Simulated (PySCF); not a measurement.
# From one method to the next for CsBr

What do other methods print for CsBr?

Method: method and basis as typed in the scripts; program: PySCF 2.14.0.

4 further runs of the same task are left out: 1 for a known fault of the program, 3 that didn't finish.

### 1 The system as given

CsBr: 2 atoms, charge 0, spin multiplicity 1.

Bond lengths: Cs1–Br2 3.242 Å.

### 2 Base script

Contents of input.py:

```python
from pyscf import gto, scf, mp

mol = gto.M(
    atom='Cs 0 0 0; Br 0 0 3.242',
    basis='crenbl',
    ecp={'Cs': 'crenbl', 'Br': 'crenbl'},
    charge=0,
    spin=0,
    verbose=4,
)
mf = scf.RHF(mol)
mf.kernel()
mp.MP2(mf).kernel()
mf.dip_moment()
print('orbital energies (hartree):', mf.mo_energy[..., max(0, mol.nelec[1]-3):mol.nelec[0]+3].round(4))
```

Run with:

```
$ OMP_NUM_THREADS=1 python input.py
```

### 3 Mn15l (RKS)

Variant 1 changes functional: none (Hartree–Fock) → mn15l; SCF type: RHF → RKS; step after the SCF: mp2 → analyze.

Edit input.py of step 2 so:

```diff
@@ -1,2 +1,2 @@
-from pyscf import gto, scf, mp
+from pyscf import gto, dft
 
@@ -10,5 +10,5 @@
 )
-mf = scf.RHF(mol)
+mf = dft.RKS(mol, xc='mn15l')
 mf.kernel()
-mp.MP2(mf).kernel()
+mf.mulliken_pop()
 mf.dip_moment()
```

### 4 UHF

Variant 2 changes SCF type: RHF → UHF.

Contents of input.py:

```python
from pyscf import gto, scf, mp

mol = gto.M(
    atom='Cs 0 0 0; Br 0 0 3.242',
    basis='crenbl',
    ecp={'Cs': 'crenbl', 'Br': 'crenbl'},
    charge=0,
    spin=0,
    verbose=4,
)
mf = scf.UHF(mol)
mf.kernel()
mp.MP2(mf).kernel()
mf.dip_moment()
print('orbital energies (hartree):', [e[max(0, n-3):n+3].round(4) for e, n in zip(mf.mo_energy, mol.nelec)])
```

### 5 TDA

Variant 3 changes step after the SCF: mp2 → tda; number of roots: none → 3.

Edit input.py of step 2 so:

```diff
@@ -1,2 +1,2 @@
-from pyscf import gto, scf, mp
+from pyscf import gto, scf, tdscf
 
@@ -12,3 +12,6 @@
 mf.kernel()
-mp.MP2(mf).kernel()
+td = tdscf.TDA(mf)
+td.nstates = 3
+td.kernel()
+td.analyze(verbose=3)
 mf.dip_moment()
```

### 6 Gradient

Variant 4 changes step after the SCF: mp2 → gradient.

Edit input.py of step 2 so:

```diff
@@ -1,2 +1,2 @@
-from pyscf import gto, scf, mp
+from pyscf import gto, scf
 
@@ -12,3 +12,3 @@
 mf.kernel()
-mp.MP2(mf).kernel()
+mf.nuc_grad_method().kernel()
 mf.dip_moment()
```

### 7 Wb97 (RKS)

Variant 5 changes functional: none (Hartree–Fock) → wb97; SCF type: RHF → RKS; step after the SCF: mp2 → analyze.

Edit input.py of step 2 so:

```diff
@@ -1,2 +1,2 @@
-from pyscf import gto, scf, mp
+from pyscf import gto, dft
 
@@ -10,5 +10,5 @@
 )
-mf = scf.RHF(mol)
+mf = dft.RKS(mol, xc='wb97')
 mf.kernel()
-mp.MP2(mf).kernel()
+mf.mulliken_pop()
 mf.dip_moment()
```

Before running it: what results should come out? Wanted: for each run, E(SCF); from base; gap; SCF dipole; after the SCF.

As calculated:

```
        run  E(SCF) (hartree)  from base (eV)  cycles  gap (eV)  SCF dipole (D)               after the SCF
       base       -173.041590               0       9      7.77           12.68  MP2 correlation -11.298 eV
mn15l (RKS)       -173.262693  not comparable      10      2.87           11.81                         n/a
        UHF       -173.041590          0.0000      10      7.77           12.68  MP2 correlation -11.298 eV
        TDA       -173.041590          0.0000       9      7.77           12.68   lowest root found 4.90 eV
   gradient       -173.041590          0.0000       9      7.77           12.68                         n/a
 wb97 (RKS)       -176.669977  not comparable       9      7.69           12.32                         n/a
```

What this shows: With UHF the SCF ends at the base energy. Total energies of different functionals can't be compared with each other; differences within one functional can.
